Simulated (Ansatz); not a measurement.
# C2H6F3GeN: ionisation energy by level of theory

The task here is to estimate one member of a computed series from the others.

Method: unrestricted cation, the program's frozen cores in correlated methods; program: Ansatz 0.2.0, Gaussian basis.

Plan: UKS PBE-D4/def2-TZVPP; UKS r2SCAN-D4/def2-TZVPP; UKS PBE0-D4/def2-TZVPP; UKS B3LYP-D4/def2-TZVPP; UKS wB97X-V/def2-TZVPP; UKS wB97M-V/def2-TZVPP; UKS B2PLYP/def2-TZVPP; UHF-CCSD(T)/def2-TZVPP; UHF-MP2/def2-QZVPP; extrapolation to the limit; then −ε(HOMO) from the neutral's earlier runs with LDA (SPW92), PBE-D4, revPBE-D4, BLYP-D4, r2SCAN-D4, B97M-V, PBE0-D4, B3LYP-D4, r2SCANh-D4, r2SCAN0-D4, HSE06-D4, BHLYP-D4, CAM-B3LYP-D4, LC-ωPBE, ωB97X-V, ωB97M-V.

## The geometry

All runs share one geometry, relaxed beforehand with PBE0-D4 in a triple-zeta def2 set.

SMILES `C[N](C)[Ge]([F])([F])[F]`, 13 atoms, charge 0, spin multiplicity 1.

Atoms are counted from 1 here; the program's logs count them from 0.

Bond lengths: C1–N2 1.448 Å, C1–H8 1.098 Å, C1–H9 1.095 Å, C1–H10 1.091 Å, N2–C3 1.448 Å, N2–Ge4 1.777 Å, C3–H11 1.095 Å, C3–H12 1.091 Å, C3–H13 1.098 Å, Ge4–F5 1.708 Å, Ge4–F6 1.708 Å, Ge4–F7 1.715 Å. Angles: N2–C1–H8 112.4°, N2–C1–H9 109.5°, N2–C1–H10 110.7°, H8–C1–H9 108.1°, H8–C1–H10 108.5°, H9–C1–H10 107.6°, C1–N2–C3 115.2°, C1–N2–Ge4 120.2°, C3–N2–Ge4 120.1°, N2–C3–H11 109.5°, N2–C3–H12 110.7°, N2–C3–H13 112.4°, H11–C3–H12 107.6°, H11–C3–H13 108.1°, H12–C3–H13 108.5°, N2–Ge4–F5 110.3°, N2–Ge4–F6 110.3°, N2–Ge4–F7 117.7° and more.

The first run:

in.yaml

```yaml
crystal:
  periodic: [false, false, false]
  atoms:
    - {symbol: C, position_ang: [-0.812792, -0.212958, 1.257136]}
    - {symbol: N, position_ang: [0.153164, -0.021181, 0.196044]}
    - {symbol: C, position_ang: [0.904688, -1.202236, -0.172855]}
    - {symbol: Ge, position_ang: [-0.050852, 1.305950, -0.967190]}
    - {symbol: F, position_ang: [1.416437, 1.603454, -1.789875]}
    - {symbol: F, position_ang: [-0.541326, 2.730025, -0.161149]}
    - {symbol: F, position_ang: [-1.208542, 1.099298, -2.215937]}
    - {symbol: H, position_ang: [-1.576980, -0.956975, 0.996860]}
    - {symbol: H, position_ang: [-0.298983, -0.555783, 2.161662]}
    - {symbol: H, position_ang: [-1.312538, 0.726826, 1.497063]}
    - {symbol: H, position_ang: [1.459797, -1.568886, 0.697270]}
    - {symbol: H, position_ang: [1.630469, -0.968344, -0.953270]}
    - {symbol: H, position_ang: [0.257956, -2.013890, -0.530961]}
basis:
  gaussian: {orbitals: def2-TZVPP}
total_charge: 1
magnetization: {spin_polarized: true, initial_magnetization: 1}
hamiltonian: {xc: pbe, dispersion: d4}
```

Started as:

```console
$ ansatz run in.yaml --threads 2 --pin off --events-out ev --progress --plain --max-ram 32768MiB --backend cuda --devices 0, --max-vram 18GiB
```

Among the steps run: Cation, UKS PBE-D4/def2-TZVPP; Cation, UKS r2SCAN-D4/def2-TZVPP; Cation, UKS PBE0-D4/def2-TZVPP; Cation, UKS B3LYP-D4/def2-TZVPP; Cation, UKS wB97X-V/def2-TZVPP; Cation, UKS wB97M-V/def2-TZVPP; Cation, UKS B2PLYP (frozen core)/def2-TZVPP; Cation, UHF-CCSD(T)/def2-TZVPP; Cation, UHF-MP2/def2-QZVPP.

One of the session's tables, all rows but one given; the rest of the session is left out.

For comparison, −ε(HOMO) of the neutral from earlier runs:

```
  functional  −ε(HOMO) (eV)
 LDA (SPW92)           6.17
      PBE-D4           6.02
   revPBE-D4           5.96
     BLYP-D4           5.93
   r2SCAN-D4              ?
      B97M-V           6.43
     PBE0-D4           7.44
    B3LYP-D4           7.23
  r2SCANh-D4           6.83
  r2SCAN0-D4           7.63
    HSE06-D4           7.03
    BHLYP-D4           8.80
CAM-B3LYP-D4           8.86
     LC-ωPBE          10.20
     ωB97X-V           9.85
     ωB97M-V           9.77
```

Estimate the missing values for r2SCAN-D4.

Worked estimate for «−ε(HOMO) (eV)». Against the share of exact exchange, r2SCANh-D4 (0.1, 6.83), r2SCAN0-D4 (0.25, 7.63) give a slope of 5.33 per unit share; at 0 the line stands at 6.30.

As computed: −ε(HOMO) (eV): 6.30. In «−ε(HOMO) (eV)» the line misses by 0.00.
